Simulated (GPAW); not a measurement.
Crystal: TiO2.

```xyz
6
Lattice="-1.8922 1.8922 4.7572 1.8922 -1.8922 4.7572 1.8922 1.8922 -4.7572" Properties=species:S:1:pos:R:3 pbc="T T T"
Ti    0.0000    0.0000    0.0000
Ti    0.0000    1.8923    2.3786
O     0.0000    0.0000    1.9795
O     0.0000    1.8922    4.3581
O     0.0000    1.8922    0.3990
O     0.0000    0.0000    7.5348
```

Base run:

| Item | Value |
| --- | --- |
| Program | GPAW 26.7.0 |
| Functional | LDA |
| Potentials or basis | the program's PAW data sets (release 1.2.1) made for this functional |
| Cutoff | 800 eV |
| Basis | pw |
| k mesh | 6 × 6 × 6 |
| Occupations | fermi-dirac, width 0.05 eV |
| Spin | no spin polarisation |

Its results: band gap on the k mesh 2.07 eV, indirect (least direct gap 2.38 eV).

Question: The run is repeated on the same cell with these changes: functional from LDA to GLLB-SC. What comes out?

Answer: Band gap on the k mesh, kohn-sham part alone 3.42 eV, indirect (least direct gap 3.70 eV).

Caveats: a model potential gives levels but no total energy (some runs).

A k mesh can miss the band edges.

Not every run made on this cell is shown here.
